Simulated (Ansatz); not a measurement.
# FGeH3OSi: one species, many methods

The task here is to estimate one member of a computed series from the others.

Method: functionals in def2-TZVPP, the program's frozen cores in correlated methods; program: Ansatz 0.2.0, Gaussian basis.

Plan: LDA (SPW92), PBE-D4, revPBE-D4, BLYP-D4, r2SCAN-D4, B97M-V, PBE0-D4, B3LYP-D4, r2SCANh-D4, r2SCAN0-D4, HSE06-D4, BHLYP-D4, CAM-B3LYP-D4, LC-ωPBE, ωB97X-V, ωB97M-V, B2PLYP, PBE-QIDH; CCSD(T)/def2-SVP; CCSD(T)/def2-TZVPP; MP2/def2-QZVPP; extrapolation to the limit; RPA on PBE.

## The geometry

All runs share one geometry, relaxed beforehand with PBE0-D4 in a triple-zeta def2 set.

SMILES `[F][GeH]1[O][SiH2]1`, 7 atoms, charge 0, spin multiplicity 1.

Atoms are counted from 1 here; the program's logs count them from 0.

Bond lengths: F1–Ge2 1.737 Å, Ge2–O3 1.871 Å, Ge2–Si4 2.260 Å, Ge2–H5 1.533 Å, O3–Si4 1.651 Å, Si4–H6 1.482 Å, Si4–H7 1.483 Å. Angles: F1–Ge2–O3 107.3°, F1–Ge2–Si4 118.6°, F1–Ge2–H5 104.7°, O3–Ge2–Si4 45.9°, O3–Ge2–H5 109.8°, Si4–Ge2–H5 134.4°, Ge2–O3–Si4 79.6°, Ge2–Si4–O3 54.5°, Ge2–Si4–H6 121.0°, Ge2–Si4–H7 123.3°, O3–Si4–H6 117.8°, O3–Si4–H7 117.6°, H6–Si4–H7 111.2°.

The first run:

Contents of in.yaml:

```yaml
crystal:
  periodic: [false, false, false]
  atoms:
    - {symbol: F, position_ang: [-1.022720, -1.989825, 0.937641]}
    - {symbol: Ge, position_ang: [-0.147701, -1.090872, -0.264188]}
    - {symbol: O, position_ang: [-0.946541, 0.596624, -0.388060]}
    - {symbol: Si, position_ang: [0.527304, 1.008044, 0.232367]}
    - {symbol: H, position_ang: [-0.368544, -1.867005, -1.567546]}
    - {symbol: H, position_ang: [0.579019, 1.480271, 1.635944]}
    - {symbol: H, position_ang: [1.440381, 1.794764, -0.631859]}
basis:
  gaussian: {orbitals: def2-TZVPP}
hamiltonian: {xc: lda}
output: {orbitals: {seedname: orbitals}}
```

The run is started by

```bash
$ ansatz run in.yaml --threads 2 --pin off --events-out ev --progress --plain --max-ram 4352MiB
```

Among the steps run: LDA; PBE-D4 (GGA); revPBE-D4 (GGA); BLYP-D4 (GGA); r2SCAN-D4 (meta-GGA); B97M-V (meta-GGA); PBE0-D4 (hybrid); B3LYP-D4 (hybrid); r2SCANh-D4 (hybrid); r2SCAN0-D4 (hybrid); HSE06-D4 (hybrid); BHLYP-D4 (hybrid); CAM-B3LYP-D4 (range-separated); LC-ωPBE (range-separated); ωB97X-V (range-separated); ωB97M-V (range-separated); B2PLYP (double hybrid); PBE-QIDH (double hybrid).

One of the session's tables, all rows but one given; the rest of the session is left out.

It belongs to the step «Orbital energies across the functionals». 

| functional | HOMO (eV) | LUMO (eV) | gap (eV) |
| --- | --- | --- | --- |
| LDA (SPW92) | -6.41 | -2.68 | 3.72 |
| PBE-D4 | -6.25 | -2.45 | 3.80 |
| revPBE-D4 | -6.19 | -2.36 | 3.83 |
| BLYP-D4 | -6.12 | -2.37 | 3.75 |
| r2SCAN-D4 | -6.50 | -2.23 | 4.27 |
| B97M-V | -6.56 | -2.30 | 4.26 |
| PBE0-D4 | ? | ? | ? |
| B3LYP-D4 | -7.20 | -1.87 | 5.33 |
| r2SCANh-D4 | -6.92 | -1.94 | 4.98 |
| r2SCAN0-D4 | -7.55 | -1.50 | 6.05 |
| HSE06-D4 | -6.99 | -1.99 | 5.00 |
| BHLYP-D4 | -8.42 | -0.73 | 7.69 |
| CAM-B3LYP-D4 | -8.65 | -0.63 | 8.02 |
| LC-ωPBE | -9.89 | 0.52 | 10.41 |
| ωB97X-V | -9.58 | 0.44 | 10.03 |
| ωB97M-V | -9.44 | 0.20 | 9.64 |

Q: Estimate the row for PBE0-D4 from the others.

The run gave: HOMO (eV): -7.38; LUMO (eV): -1.62; gap (eV): 5.76. In the column «HOMO (eV)» it lies between r2SCAN0-D4 (-7.55) and B3LYP-D4 (-7.20).
